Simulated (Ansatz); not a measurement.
**Cu: an axial (c/a) deformation path**

The task here is to estimate one member of a computed series from the others.

This is Cu in the hcp structure; at room conditions it is fcc.

Program: Ansatz 0.2.0. Level of theory: DFT r2SCAN, scalar-relativistic, plane waves, PAW. These are calculated values, not measurements.

## The structure to begin with

Symmetry: P6_3/mmc, No. 194, hexagonal system. The conventional cell has a = 2.534 Å, b = 2.534 Å, c = 4.113 Å, α = 90.00°, β = 90.00°, γ = 120.00°. Cu (site symmetry -6m2) has 12 Cu at 2.52 to 2.53 Å in its first shell of neighbours.

Coordinates:

```xyz
2
Lattice="2.5341 0.0000 0.0000 -1.2670 2.1946 0.0000 0.0000 0.0000 4.1126" Properties=species:S:1:pos:R:3 pbc="T T T"
Cu    0.0000    1.4631    1.0281
Cu    1.2670    0.7315    3.0844
```

It goes back to an entry of the Materials Project, which need not be the stable form.

The cell is taken as given, not relaxed at this level.

## The reference cell

The reference gives a free energy of -13262.4598 eV, pressure 0.22 GPa, largest force 0.000 eV/Å and gap on the mesh none (metal). It was computed beforehand with the settings of the runs below.

Set-up of the first run:

At fixed volume and fractional coordinates, lengths along (0.000, 0.000, 1.000) are scaled against those across it; ρ is that ratio over its starting value.

input.yaml

```yaml
crystal:
  lattice:
    - [2.6751627156, 0.0, 0.0]
    - [-1.3375813578, 2.316758871, 0.0]
    - [0.0, 0.0, 3.6902803375]
  atoms:
    - { symbol: Cu, position: [0.3333333333, 0.6666666667, 0.25] }
    - { symbol: Cu, position: [0.6666666667, 0.3333333333, 0.75] }
basis:
  ecutwfc: 500
kpoints:
  mp_grid: { grid: [24, 24, 14] }
hamiltonian:
  xc: r2scan
scf:
  occupations: { method: gaussian, width: 0.15 }
output:
  forces: true
  stress: true
  eigenvalues: true
```

Started as:

```sh
$ ansatz run input.yaml --threads 1 --pin off --max-ram 2560MiB --backend cpu --events-out ev --progress --plain --runs-dir out
```

Among the steps run: Point ρ = 0.850; ρ = 1.200; ρ = 0.920; Point ρ = 1.100; ρ = 0.960; At ρ = 1.050; Point ρ = 0.800; Point ρ = 1.300.

One table of the session follows, with a row left open; its other results are not shown here.

```
    ρ  ΔE (meV/atom)  pressure (GPa)
0.800          194.5             8.1
0.850              ?               ?
0.920           37.4             1.7
0.960           11.1             0.6
1.000            0.0             0.2
1.050            6.8             0.5
1.100           33.9             1.8
1.200          138.5             6.7
1.300          304.8            14.6
```

**Question.** Estimate the row for ρ = 0.850.

Worked estimate for «ΔE (meV/atom)». A straight line through the neighbours (0.800, 194.5) and (0.920, 37.4) gives 194.5 + (37.4 − 194.5) × (0.850 − 0.800) / (0.920 − 0.800) = 129.0; a parabola fitted to 3 rows on both sides gives 114.8.

The run gave: ΔE (meV/atom): 114.9; pressure (GPa): 4.9. In «ΔE (meV/atom)» the line misses by +14.1 and the parabola by -0.1.
